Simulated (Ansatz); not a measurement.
# BClGeH5N: how energies converge with the basis set

One table from this session's results is given with a row withheld; the runs are named, their logs left out.

Computed with Ansatz 0.2.0, Gaussian basis. Level: one geometry, several basis sets.

Levels to be run: PBE0-D4/def2-SVP; ωB97M-V/def2-SVP; PBE0-D4/def2-QZVPP; ωB97M-V/def2-QZVPP; the functionals' def2-TZVPP values are taken from earlier runs.

## The geometry

The geometry comes from an earlier relaxation with PBE0-D4 in a triple-zeta def2 set; it is a stationary point, not always the lowest conformer.

9 atoms, charge 0, spin multiplicity 1.

Atoms are counted from 1 here; the program's logs count them from 0.

Bond lengths: B1–Ge2 2.031 Å, B1–Cl4 1.961 Å, B1–H5 1.193 Å, B1–H6 1.195 Å, Ge2–N3 1.789 Å, Ge2–Cl4 2.515 Å, Ge2–H7 1.540 Å, N3–H8 1.006 Å, N3–H9 1.006 Å. Angles: Ge2–B1–Cl4 78.1°, Ge2–B1–H5 115.9°, Ge2–B1–H6 113.0°, Cl4–B1–H5 110.5°, Cl4–B1–H6 110.2°, H5–B1–H6 121.0°, B1–Ge2–N3 124.2°, B1–Ge2–Cl4 49.7°, B1–Ge2–H7 129.2°, N3–Ge2–Cl4 113.0°, N3–Ge2–H7 104.3°, Cl4–Ge2–H7 100.7°, Ge2–N3–H8 122.7°, Ge2–N3–H9 120.9°, H8–N3–H9 113.3°, B1–Cl4–Ge2 52.2°.

As a file:

```mol
BClGeH5N
  3D, bonds by distance, orders not assigned

  9  9  0  0  0  0  0  0  0  0999 V2000
   -0.7899    1.1604   -0.8447 B   0  0
    0.6881   -0.0564   -0.1659 Ge  0  0
    0.6873   -0.8377    1.4432 N   0  0
   -1.3644   -0.5893   -1.5180 Cl  0  0
   -0.4963    1.8808   -1.7489 H   0  0
   -1.5252    1.5302    0.0221 H   0  0
    1.7615   -0.8223   -0.9612 H   0  0
    1.1169   -1.7310    1.6145 H   0  0
    0.0103   -0.5810    2.1420 H   0  0
  1  2  8  0
  1  4  8  0
  1  5  8  0
  1  6  8  0
  2  3  8  0
  2  4  8  0
  2  7  8  0
  3  8  8  0
  3  9  8  0
M  END
```

Set-up of the first run:

Input file in.yaml:

```yaml
crystal:
  periodic: [false, false, false]
  atoms:
    - {symbol: B, position_ang: [-0.789869, 1.160391, -0.844711]}
    - {symbol: Ge, position_ang: [0.688118, -0.056429, -0.165932]}
    - {symbol: N, position_ang: [0.687328, -0.837703, 1.443171]}
    - {symbol: Cl, position_ang: [-1.364417, -0.589298, -1.518021]}
    - {symbol: H, position_ang: [-0.496290, 1.880787, -1.748917]}
    - {symbol: H, position_ang: [-1.525165, 1.530167, 0.022146]}
    - {symbol: H, position_ang: [1.761541, -0.822253, -0.961200]}
    - {symbol: H, position_ang: [1.116919, -1.730955, 1.614487]}
    - {symbol: H, position_ang: [0.010336, -0.581008, 2.141976]}
basis:
  gaussian: {orbitals: def2-SVP}
hamiltonian: {xc: pbe0, dispersion: d4}
output: {orbitals: {seedname: orbitals}}
```

Steps of the session up to this table: PBE0-D4 in def2-SVP; ωB97M-V in def2-SVP; PBE0-D4 in def2-QZVPP; ωB97M-V in def2-QZVPP.

One of the session's tables, all rows but one given; the rest of the session is left out.

It belongs to the step «Density functionals: the series». 

```
functional       basis  HOMO (eV)
   PBE0-D4    def2-SVP      -7.45
   PBE0-D4  def2-TZVPP      -7.56
   PBE0-D4  def2-QZVPP      -7.59
   ωB97M-V    def2-SVP      -9.52
   ωB97M-V  def2-TZVPP          ?
   ωB97M-V  def2-QZVPP      -9.70
```

Estimate the missing values for ωB97M-V, def2-TZVPP.

**Answer.** HOMO (eV): -9.66. In the column «HOMO (eV)» it lies between ωB97M-V, def2-QZVPP (-9.70) and ωB97M-V, def2-SVP (-9.52).
